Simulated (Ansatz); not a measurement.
# ClW: the cost of one run

The runs use Ansatz 0.2.0, Gaussian basis; def2-TZVPP, core rule «outside noble gas», up to 9 orbitals frozen.

To be run: UHF; CCSD(T) on RHF; CCSD(T) on UHF; CCSDT(Q) on RHF; CCSDT(Q) on UHF.

3 further runs of the same task are left out: 1 for a known fault of the program, 2 set aside as unsound or not needed.

**1. The system**

The geometry is a PBE0/def2-TZVP stationary point (not a proven minimum) of the parent state, kept for this charge and spin. No spin-orbit coupling is included. Elements past krypton take def2 core potentials.

2 atoms, charge 1, spin multiplicity 1.

Atoms are counted from 1 here; the program's logs count them from 0.

Bond lengths: W1–Cl2 2.143 Å.

**2. UHF**

The input, in.yaml:

```yaml
crystal:
  periodic: [false, false, false]
  atoms:
    - {symbol: W, position_ang: [0.000000, 0.000000, 0.000000]}
    - {symbol: Cl, position_ang: [0.000000, 0.000000, 2.142800]}
basis:
  gaussian: {orbitals: def2-TZVPP}
total_charge: 1
magnetization: {spin_polarized: true, initial_magnetization: 0}
hamiltonian: {xc: hf}
output: {orbitals: {seedname: orbitals}}
```

The run is started by

```sh
$ ansatz run in.yaml --threads 1 --pin off --events-out ev --progress --plain --max-ram 4096MiB --backend cpu
```

**Question.** How long does this run take on 1 thread of AMD EPYC 7R13, shared host, and how much memory does it need?

About 14 s, with a peak of 0.26 GiB.
